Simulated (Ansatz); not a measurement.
# MnSb: how the settings move a single-point run

Question: which choices in the input matter for MnSb?

Computed with Ansatz 0.2.0 (reference: DFT, PBEsol, PAW with Ansatz's default frozen-core files, scalar-relativistic, unless a step's input says otherwise).

**1. Starting point**

It takes space group P6_3/mmc (No. 194, hexagonal). The conventional cell has a = 4.150 Å, b = 4.150 Å, c = 5.780 Å, α = 90.00°, β = 90.00°, γ = 120.00°. Mn (site symmetry -3m) has 6 Sb at 2.80 Å and 2 Mn at 2.89 Å as nearest neighbours. Around Sb (site symmetry -6m2) lie 6 Mn at 2.80 Å.

Structure file:

```
Mn Sb
1.0
     4.15000    0.00000    0.00000
    -2.07500    3.59401    0.00000
     0.00000    0.00000    5.78000
Mn Sb
2 2
Direct
  0.00000 0.00000 0.00000
  0.00000 0.00000 0.50000
  0.33333 0.66667 0.25000
  0.66667 0.33333 0.75000
```

**2. Baseline**

Contents of input.yaml:

```yaml
crystal:
  lattice:
    - [4.15, 0.0, 0.0]
    - [-2.075, 3.5940054257, 0.0]
    - [0.0, 0.0, 5.78]
  atoms:
    - { symbol: Mn, position: [0.0, 0.0, 0.0], spin: 4.0 }
    - { symbol: Mn, position: [0.0, 0.0, 0.5], spin: -4.0 }
    - { symbol: Sb, position: [0.3333333333, 0.6666666667, 0.25] }
    - { symbol: Sb, position: [0.6666666667, 0.3333333333, 0.75] }
magnetization:
  spin_polarized: true
kpoints:
  mp_grid: { grid: [9, 9, 6] }
scf:
  occupations: { method: fermi_dirac, width: 0.1 }
  lower_state_search: "off"
hamiltonian:
  xc: pbesol
  pseudopotentials: { kind: paw }
output:
  forces: true
  stress: true
  eigenvalues: true
  populations: true
  write_density: true
  write_potential: true
  elf: true
  volumetric_format: npy
```

Launch:

```
ansatz run input.yaml --threads 2 --pin off --max-ram 6144MiB --backend cpu --events-out ev --progress --plain --runs-dir out
```

**3. Changing settings: mp_grid.shift [0.5, 0.5, 0.5], scf.algorithm direct_min**

input.yaml, as its differences from that of step 2:

```diff
@@ -13,3 +13,3 @@
 kpoints:
-  mp_grid: { grid: [9, 9, 6] }
+  mp_grid: { grid: [9, 9, 6], shift: [0.5, 0.5, 0.5] }
 scf:
@@ -17,2 +17,3 @@
   lower_state_search: "off"
+  algorithm: direct_min
 hamiltonian:
```

Q: Predict the outcome of this session. Wanted: for each run, ending; energy change; pressure; abs. moment; force.

**Answer**, as computed:

| run | ending | energy change | pressure (GPa) | abs. moment (μB) | force (eV/Å) | cycles | time |
| --- | --- | --- | --- | --- | --- | --- | --- |
| reference | converged | 0 | -7.5 | 7.24 | 0.00 | 12 | 12 s |
| 1: mp_grid.shift [0.5, 0.5, 0.5], scf.algorithm direct_min | converged | +0.1 meV/atom | -7.5 | 7.24 | 0.00 | 11 | 63 s |

Residual by cycle in the longest SCF loop of each run; runs are numbered as in the table. The quantity is the density residual dr2, in eV.

| cycle | reference | run 1 |
| --- | --- | --- |
| 1 | 4.49 | 5.08 |
| 2 | 0.406 | 0.439 |
| 3 | 0.301 | 0.301 |
| 4 | 0.355 | 0.0175 |
| 5 | 0.0102 | 0.0172 |
| 6 | 0.00228 | 0.00934 |
| 7 | 0.0139 | 5.5e-4 |
| 8 | 4.9e-4 | 4.1e-4 |
| 9 | 1.1e-5 | 7.4e-5 |
| 10 | 5.0e-6 | 6.2e-6 |
| 11 | 3.6e-7 | 2.2e-8 |
| 12 | 9.8e-9 | - |

**Reading.** Changing the k-point mesh and solver hardly moves the energy: +0.1 meV/atom. Cost: 11 SCF cycles against 12, 63 s against 12 s.
